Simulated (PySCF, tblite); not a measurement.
# C2H8OSi3: a rotation path, then NMR shifts on frames

Aim: move C2H8OSi3 (`C#C[SiH2][SiH2]O[SiH3]`) away from its starting geometry and see how NMR shifts follow the geometry.

Computed with tblite 0.8.0 and PySCF 2.14.0, with density-fitted response routines of our own, on a single molecule in the gas phase. Atoms are numbered from 0 throughout.

### 1 The molecule as given

14 atoms, charge 0, multiplicity 1; geometry from: GFN2-xTB.

Bonds of the start (Å): C0–C1 1.20, C1–Si2 1.85, Si2–Si3 2.30, Si3–O4 1.63, O4–Si5 1.61, C0–H6 1.05, Si2–H7 1.48, Si2–H8 1.48, Si3–H9 1.47, Si3–H10 1.47, Si5–H11 1.46, Si5–H12 1.46, Si5–H13 1.46.

### 2 The rotation path with GFN2-xTB

What the job is given:

```
{"job": {"kind": "neb", "xc": "GFN2-xTB", "basis": "xTB", "atoms": [2, 3, 4, 5], "turn": 120}, "charge": 0, "multiplicity": 1}
C      3.956529     0.796075     0.708531
C      2.813603     0.436007     0.810714
Si     1.052648    -0.122027     0.949235
Si     0.034131     0.121256    -1.104050
O     -1.558332    -0.149833    -0.902381
Si    -3.055546    -0.259098    -0.311179
H      4.957431     1.110543     0.621901
H      1.123625    -1.506607     1.453795
H      0.469772     0.681070     2.040953
H      0.119129     1.463800    -1.692501
H      0.418380    -0.859809    -2.125489
H     -3.479283     1.088851     0.063775
H     -2.990363    -1.140855     0.855228
H     -3.862404    -0.819772    -1.390697
```

Level: GFN2-xTB climbing-image nudged elastic band, gas phase.

Launch:

```sh
> OMP_NUM_THREADS=1 python probes_run.py task.json out
```

The driver reads the jobs from task.json and runs them one after another.

Log:

```text
image   E - E0 / eV
  0       0.0000
  1       0.0011
  2       0.0017
  3       0.0019
  4       0.0016
  5       0.0013
  6       0.0014
  7       0.0018
  8       0.0004
```

Wall time 14 s (1 thread, shared host).

The final band, with the dihedral Si2–Si3–O4–Si5:

| image | dihedral (°) | energy (eV) | energy (kcal/mol) |
| --- | --- | --- | --- |
| 0 | 30 | 0.000 | 0.0 |
| 1 | 43 | 0.001 | 0.0 |
| 2 | 60 | 0.002 | 0.0 |
| 3 | 77 | 0.002 | 0.0 |
| 4 | 94 | 0.002 | 0.0 |
| 5 | 111 | 0.001 | 0.0 |
| 6 | 128 | 0.001 | 0.0 |
| 7 | 144 | 0.002 | 0.0 |
| 8 | 157 | 0.000 | 0.0 |

### 3 Shielding tensors: image 0, PBE0/pcSseg-1

What the job is given:

```
{"job": {"kind": "nmr", "xc": "PBE0", "basis": "pcSseg-1", "pop": false}, "charge": 0, "multiplicity": 1}
C      3.956500     0.796100     0.708500
C      2.813600     0.436000     0.810700
Si     1.052600    -0.122000     0.949200
Si     0.034100     0.121300    -1.104000
O     -1.558300    -0.149800    -0.902400
Si    -3.055500    -0.259100    -0.311200
H      4.957400     1.110500     0.621900
H      1.123600    -1.506600     1.453800
H      0.469800     0.681100     2.041000
H      0.119100     1.463800    -1.692500
H      0.418400    -0.859800    -2.125500
H     -3.479300     1.088900     0.063800
H     -2.990400    -1.140900     0.855200
H     -3.862400    -0.819800    -1.390700
```

Level: GIAO PBE0/pcSseg-1 NMR shielding, non-relativistic, gas phase.

Log:

```text
coarse grid: 13096 points
cycle   1  E = -1023.9475284750  dE =  4.608e-01  |g| = 8.231e-01  |ddm| = 3.483e+00
cycle   2  E = -1023.7389913074  dE =  2.085e-01  |g| = 1.323e+00  |ddm| = 1.844e+00
cycle   3  E = -1024.0710758357  dE = -3.321e-01  |g| = 1.255e-01  |ddm| = 1.304e+00
cycle   4  E = -1024.0742079769  dE = -3.132e-03  |g| = 4.118e-02  |ddm| = 1.629e-01
cycle   5  E = -1024.0746852753  dE = -4.773e-04  |g| = 6.540e-03  |ddm| = 5.488e-02
cycle   6  E = -1024.0746897719  dE = -4.497e-06  |g| = 5.423e-03  |ddm| = 9.405e-03
cycle   7  E = -1024.0746970443  dE = -7.272e-06  |g| = 9.036e-04  |ddm| = 3.888e-03
final grid: 112384 points
cycle   8  E = -1024.1201771479  dE = -1.116e-05  |g| = 7.594e-03  |ddm| = 2.065e-02
cycle   9  E = -1024.1201612525  dE =  1.590e-05  |g| = 1.189e-02  |ddm| = 1.464e-02
cycle  10  E = -1024.1201873815  dE = -2.613e-05  |g| = 1.339e-03  |ddm| = 9.128e-03
cycle  11  E = -1024.1201877721  dE = -3.906e-07  |g| = 5.039e-04  |ddm| = 1.238e-03
cycle  12  E = -1024.1201878320  dE = -5.990e-08  |g| = 1.126e-04  |ddm| = 4.034e-04
cycle  13  E = -1024.1201878351  dE = -3.160e-09  |g| = 1.630e-05  |ddm| = 1.157e-04
cycle  14  E = -1024.1201878352  dE = -5.980e-11  |g| = 2.987e-06  |ddm| = 2.253e-05
converged SCF energy = -1024.1201878352

GIAO shielding tensors (ppm)
atom      isotropic    diamagn.    paramagn.     s11        s22        s33       span
  0 C       80.369     259.907    -179.538     -5.541     -3.971    250.619    256.160
  1 C      105.367     259.542    -154.175     11.664     13.830    290.608    278.944
  2 Si     456.227     880.859    -424.632    442.942    453.960    471.779     28.837
  3 Si     379.910     879.017    -499.107    330.696    351.038    457.997    127.302
  4 O      345.304     398.592     -53.288    239.213    396.557    400.143    160.930
  5 Si     392.332     879.804    -487.471    354.168    359.669    463.160    108.992
  6 H       29.883      32.771      -2.888     24.753     24.836     40.060     15.307
  7 H       27.210      28.824      -1.614     23.550     26.185     31.896      8.347
  8 H       27.242      29.305      -2.062     23.583     26.323     31.821      8.238
  9 H       26.086      29.381      -3.295     22.507     25.560     30.190      7.683
 10 H       26.090      29.051      -2.962     22.483     25.422     30.364      7.880
 11 H       26.660      29.169      -2.508     23.277     25.148     31.556      8.279
 12 H       26.738      29.810      -3.072     23.144     25.727     31.343      8.199
 13 H       26.666      28.055      -1.389     23.157     24.919     31.921      8.763
```

Run time: 52 s. Hardware: 1 thread, shared host.

The references, computed at this level on geometries of the same kind, shield at (ppm): ¹H TMS 31.72, ¹³C TMS 186.9, ²⁹Si TMS 349.2, ¹⁷O H2O 336.1. Their shielding less the atom's gives the shift. The references are single molecules in the gas phase, so shifts against H2O, NH3, PH3, H3PO4 or CFCl3 are not on the usual liquid scales and can be off by tens of ppm. Each atom is listed at this fixed geometry, with no averaging over motion; a spectrum would average atoms that exchange fast.

| atoms | environment | σ (ppm) | δ (ppm) |
| --- | --- | --- | --- |
| C0 | terminal alkyne carbon | 80.4 | 106.6 |
| C1 | alkyne carbon | 105.4 | 81.6 |
| H9 | hydrogen on a silicon bonded to O, Si | 26.09 | 5.63 |
| H10 | hydrogen on a silicon bonded to O, Si | 26.09 | 5.63 |
| H11 | hydrogen on a silicon bonded to O | 26.66 | 5.06 |
| H13 | hydrogen on a silicon bonded to O | 26.67 | 5.05 |
| H12 | hydrogen on a silicon bonded to O | 26.74 | 4.98 |
| H7 | hydrogen on a silicon bonded to C, Si | 27.21 | 4.51 |
| H8 | hydrogen on a silicon bonded to C, Si | 27.24 | 4.47 |
| H6 | hydrogen on a terminal alkyne carbon | 29.88 | 1.83 |
| Si3 | silicon bonded to O, Si, 2 H | 379.9 | -30.8 |
| Si5 | silicon bonded to O, 3 H | 392.3 | -43.2 |
| Si2 | silicon bonded to C, Si, 2 H | 456.2 | -107.1 |
| O4 | oxygen bonded to 2 Si | 345.3 | -9.2 |

### 4 NMR shieldings: image 1, PBE0/pcSseg-1

What the job is given:

```
{"job": {"kind": "nmr", "xc": "PBE0", "basis": "pcSseg-1", "pop": false}, "charge": 0, "multiplicity": 1}
C      3.960800     0.791700     0.711600
C      2.823300     0.411000     0.801100
Si     1.074300    -0.184400     0.939800
Si     0.022300     0.156000    -1.084200
O     -1.562700    -0.153700    -0.884800
Si    -3.072700    -0.238100    -0.320100
H      4.956000     1.126600     0.637600
H      1.184200    -1.591800     1.369500
H      0.507000     0.546500     2.089500
H      0.081600     1.530500    -1.598400
H      0.410700    -0.762400    -2.161400
H     -3.595300     1.124700    -0.242700
H     -2.997100    -0.853000     1.005600
H     -3.793000    -1.064000    -1.285200
```

Level: GIAO PBE0/pcSseg-1 NMR shielding, non-relativistic, gas phase.

Log:

```text
coarse grid: 13096 points
cycle   1  E = -1023.9475065104  dE =  4.588e-01  |g| = 8.234e-01  |ddm| = 3.483e+00
cycle   2  E = -1023.7384004120  dE =  2.091e-01  |g| = 1.324e+00  |ddm| = 1.852e+00
cycle   3  E = -1024.0711992639  dE = -3.328e-01  |g| = 1.258e-01  |ddm| = 1.310e+00
cycle   4  E = -1024.0743490556  dE = -3.150e-03  |g| = 4.122e-02  |ddm| = 1.636e-01
cycle   5  E = -1024.0748260912  dE = -4.770e-04  |g| = 6.929e-03  |ddm| = 5.522e-02
cycle   6  E = -1024.0748309539  dE = -4.863e-06  |g| = 5.785e-03  |ddm| = 9.718e-03
cycle   7  E = -1024.0748392620  dE = -8.308e-06  |g| = 8.607e-04  |ddm| = 4.073e-03
final grid: 112384 points
cycle   8  E = -1024.1201436699  dE = -1.110e-05  |g| = 7.579e-03  |ddm| = 2.033e-02
cycle   9  E = -1024.1201281918  dE =  1.548e-05  |g| = 1.182e-02  |ddm| = 1.466e-02
cycle  10  E = -1024.1201538955  dE = -2.570e-05  |g| = 1.283e-03  |ddm| = 9.105e-03
cycle  11  E = -1024.1201542484  dE = -3.529e-07  |g| = 4.959e-04  |ddm| = 1.203e-03
cycle  12  E = -1024.1201543066  dE = -5.819e-08  |g| = 1.155e-04  |ddm| = 3.977e-04
cycle  13  E = -1024.1201543100  dE = -3.330e-09  |g| = 1.616e-05  |ddm| = 1.155e-04
cycle  14  E = -1024.1201543100  dE = -5.411e-11  |g| = 2.944e-06  |ddm| = 2.261e-05
converged SCF energy = -1024.1201543100

GIAO shielding tensors (ppm)
atom      isotropic    diamagn.    paramagn.     s11        s22        s33       span
  0 C       80.394     259.948    -179.554     -5.663     -3.828    250.674    256.336
  1 C      105.271     259.514    -154.242     11.458     13.747    290.609    279.151
  2 Si     456.565     880.741    -424.176    443.497    454.639    471.558     28.061
  3 Si     379.954     878.989    -499.035    329.781    351.780    458.302    128.522
  4 O      343.314     398.672     -55.359    235.320    394.431    400.189    164.869
  5 Si     391.963     879.842    -487.879    354.166    358.836    462.888    108.722
  6 H       29.887      32.809      -2.922     24.755     24.840     40.067     15.312
  7 H       27.209      28.698      -1.490     23.556     26.156     31.914      8.357
  8 H       27.212      29.195      -1.983     23.539     26.295     31.802      8.263
  9 H       26.070      29.431      -3.361     22.505     25.556     30.148      7.643
 10 H       26.078      29.020      -2.942     22.454     25.432     30.347      7.893
 11 H       26.637      28.942      -2.304     23.297     25.038     31.577      8.280
 12 H       26.730      29.909      -3.179     23.075     25.840     31.274      8.199
 13 H       26.640      28.150      -1.509     23.104     24.923     31.895      8.790
```

Wall time 48 s (1 thread, shared host).

Key values: δ C0 106.5, C1 81.7, Si3 -30.8, Si5 -42.8, H9 5.65, H10 5.64 ppm.

[end of part 1 of 2]
